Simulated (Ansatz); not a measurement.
# BF3H2O: taking an electron away

Aim: the vertical ionisation energy of BF3H2O, as cation minus neutral at the neutral's geometry, on several levels, and how well −ε(HOMO) stands in for it.

Method: unrestricted cation, the program's frozen cores in correlated methods; program: Ansatz 0.2.0, Gaussian basis.

Levels to be run: UKS PBE-D4/def2-TZVPP; UKS r2SCAN-D4/def2-TZVPP; UKS PBE0-D4/def2-TZVPP; UKS B3LYP-D4/def2-TZVPP; UKS wB97X-V/def2-TZVPP; UKS wB97M-V/def2-TZVPP; UKS B2PLYP/def2-TZVPP; UHF-CCSD(T)/def2-TZVPP; UHF-MP2/def2-QZVPP; extrapolation to the limit; then −ε(HOMO) from the neutral's earlier runs with LDA (SPW92), PBE-D4, revPBE-D4, BLYP-D4, r2SCAN-D4, B97M-V, PBE0-D4, B3LYP-D4, r2SCANh-D4, r2SCAN0-D4, HSE06-D4, BHLYP-D4, CAM-B3LYP-D4, LC-ωPBE, ωB97X-V, ωB97M-V.

## Step 1: The relaxed structure

All runs share one geometry, relaxed beforehand with PBE0-D4 in a triple-zeta def2 set.

SMILES `[OH2+][B-](F)(F)F`, 7 atoms, charge 0, spin multiplicity 1.

Atoms are counted from 1 here; the program's logs count them from 0.

Bond lengths: O1–B2 1.774 Å, O1–H6 0.965 Å, O1–H7 0.965 Å, B2–F3 1.337 Å, B2–F4 1.352 Å, B2–F5 1.352 Å. Angles: B2–O1–H6 108.4°, B2–O1–H7 108.1°, H6–O1–H7 107.7°, O1–B2–F3 102.7°, O1–B2–F4 100.1°, O1–B2–F5 99.9°, F3–B2–F4 116.6°, F3–B2–F5 116.7°, F4–B2–F5 116.2°.

## Step 2: Cation, UKS PBE-D4/def2-TZVPP

Input file in.yaml:

```yaml
crystal:
  periodic: [false, false, false]
  atoms:
    - {symbol: O, position_ang: [-0.684276, 0.703358, 0.318622]}
    - {symbol: B, position_ang: [0.607239, -0.463789, -0.021729]}
    - {symbol: F, position_ang: [1.352584, -0.408435, 1.087122]}
    - {symbol: F, position_ang: [-0.127505, -1.584458, -0.201681]}
    - {symbol: F, position_ang: [1.134544, 0.090734, -1.136160]}
    - {symbol: H, position_ang: [-1.528676, 0.237087, 0.298648]}
    - {symbol: H, position_ang: [-0.692611, 1.357402, -0.390621]}
basis:
  gaussian: {orbitals: def2-TZVPP}
total_charge: 1
magnetization: {spin_polarized: true, initial_magnetization: 1}
hamiltonian: {xc: pbe, dispersion: d4}
```

Command:

```console
$ ansatz run in.yaml --threads 2 --pin off --events-out ev --progress --plain --max-ram 32768MiB --backend cpu
```

After this run come: Cation, UKS r2SCAN-D4/def2-TZVPP; Cation, UKS PBE0-D4/def2-TZVPP; Cation, UKS B3LYP-D4/def2-TZVPP; Cation, UKS wB97X-V/def2-TZVPP; Cation, UKS wB97M-V/def2-TZVPP; Cation, UKS B2PLYP (frozen core)/def2-TZVPP; Cation, UHF-CCSD(T)/def2-TZVPP; Cation, UHF-MP2/def2-QZVPP.

Q: Predict the results of all the runs planned. Wanted: ionisation energy, CCSD(T)/def2-TZVPP; nearest functional by difference; nearest −ε(HOMO); −ε(HOMO) of PBE; T1 of the cation.

As calculated:

| quantity | value |
| --- | --- |
| ionisation energy, CCSD(T)/def2-TZVPP | 14.50 eV |
| nearest functional by difference | B2PLYP (-0.34 eV) |
| nearest −ε(HOMO) | LC-ωPBE (-0.79 eV) |
| −ε(HOMO) of PBE | 8.68 eV |
| T1 of the cation | 0.067 |

Energy differences with functionals land within 1.82 eV of the reference. The PBE orbital energy is 5.8 eV too small: a semilocal HOMO is no ionisation energy. Among orbital estimates LC-ωPBE comes nearest. Hartree-Fock falls 0.95 eV short, as the neutral has more correlation energy than the cation. The cation's T1 (from the report) is 0.067, above the customary mark of 0.045 for open shells, so the coupled-cluster value is less safe.
